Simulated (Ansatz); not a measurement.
The system is Na3Cl2.

```
Cl Na
1.0
     1.75995  -10.17026    0.00000
     1.75995   10.17026    0.00000
     0.00000    0.00000    3.52764
Cl Na
2 3
Direct
  0.08660 0.91340 0.50000
  0.91340 0.08660 0.50000
  0.66899 0.33101 0.00000
  0.33101 0.66899 0.00000
  0.50000 0.50000 0.00000
```

The cell comes from a database or a generator and needn't be the stable form of this composition.

| Property | Result |
| --- | --- |
| Program | Ansatz 0.2.0 |
| Task | relaxation of cell and atoms |
| Functional | r2SCAN |
| Dispersion | D3(BJ)-ATM |
| Potentials or basis | Ansatz PAW |
| Cutoff | 500 eV (not typed: the program's choice for these potentials) |
| k mesh | 8 × 8 × 8 |
| Occupations | fermi-dirac, width 0.05 eV |
| Spin | no spin polarisation |

At the start: volume 25.26 Å³/atom.

Question: Where does the relaxation end?

Answer: It ends after 5 steps and the volume is 23.96 Å³/atom (-5.1 %); space group Cmmm (No. 65, to 0.05 Å).

Step by step:
```
step  energy change (eV)  largest force (eV/Å)  volume (Å³)
   1              0.0000                0.1065       126.28
   2             -0.0239                0.0475       123.26
   3             -0.0309                0.0088       119.26
   4             -0.0313                0.0017       119.79
   5             -0.0309                0.0016       119.79
```

Final structure:
```
Cl Na
1.0
     1.72724  -10.07767    0.00000
     1.72724   10.07767    0.00000
     0.00000    0.00000    3.44093
Cl Na
2 3
Direct
  0.08556 0.91444 0.50000
  0.91444 0.08556 0.50000
  0.66761 0.33239 0.00000
  0.33239 0.66761 0.00000
  0.50000 0.50000 0.00000
```

Caveat: the plane-wave basis is chosen anew once the cell has moved, so the energies of steps on either side of that aren't comparable; an odd number of electrons without spin polarisation forces a metal; a magnetic or distorted state may lie lower; pairwise dispersion overbinds metals, which lowers pressure and volume; the PAW data sets come from PBE, with cores solved anew for the run's functional, which leaves a small shift of forces and pressure.
